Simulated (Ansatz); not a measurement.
Write a Python script for Ansatz's Python interface that makes a scan of the Hubbard U of ZnSn2N2, space group P-4m2. Use (first run): PBE, PAW, the default cutoff (420 eV here), 6×6×4 k-points, Fermi-Dirac smearing of 0.1 eV.

`znsn2n2.xyz`
```text
5
Lattice="3.352326 0.0 0.0 0.0 3.352326 0.0 0.0 0.0 8.064209" Properties=species:S:1:pos:R:3 pbc="T T T"
Zn    0.00000000    0.00000000    0.00000000
Sn    1.67616300    1.67616300    5.59795615
Sn    1.67616300    1.67616300    2.46625285
N     1.67616300    0.00000000    1.17584231
N     0.00000000    1.67616300    6.88836669
```

The script, `run_plus_u.py`:
```python
import ansatz as az
import numpy as np


def count_gap(report):
    # lowest empty less highest filled band, counting bands; zero where they overlap
    return max(report.get("gap_by_band_count_ev") or 0.0, 0.0)

structure = az.Crystal.from_extxyz("znsn2n2.xyz")

setup = structure.calculation()
setup = setup.functional("PBE").occupations("fermi_dirac", width=0.1)
setup = setup.scf(tolerance=1e-10)
setup = setup.kpoints(6, 6, 4)
setup = setup.band_table()
rows = []
for u in [2.0, 4.0, 6.0, 8.0]:
    data = setup.hubbard("Zn", "d", u_eff=u).run(threads=1).report
    shell = data["hubbard"]["n_scf"]
    rows.append((u, count_gap(data), sum(shell) / len(shell), data["n_iterations"]))
lines = [",".join(["U_eff eV", "gap by band count eV", "Zn d occupation (projector)", "iterations"])] + [",".join(f"{v:.4f}" if isinstance(v, float) else str(v) for v in row) for row in rows]
print("\n".join(lines))
with open("plus_u.csv", "w") as handle:
    handle.write("\n".join(lines) + "\n")
```

```console
$ python run_plus_u.py
DeckWarning: basis.ecutwfc = 420 eV, auto-derived from the records' recommended cutoffs: set by Zn (normal level)
U_eff eV,gap by band count eV,Zn d occupation (projector),iterations
2.0000,0.0000,9.9492,15
4.0000,0.0000,9.9569,16
6.0000,0.0000,9.9629,16
8.0000,0.0000,9.9676,15
```
(Warnings from the package without file and line.)

Reading the output:
- A gap by band count of zero or less means overlapping bands, a metal.
- A Hubbard U without spin forces both spins into the same orbitals, which can open a gap or pick a state that a spin-polarised run wouldn't.
- The structure comes from a database of computed cells and needn't be a stable or known phase.
- Levels are Kohn-Sham eigenvalues on this mesh, without spin-orbit coupling.
- Shell occupations and the effect of U depend on the projectors; a run with no .spin step is spin-unpolarised, and each U may end in a state that isn't the lowest.
- The whole script took 52 s on 1 thread of Arm Neoverse V1 (shared host), peak memory 0.45 GiB.
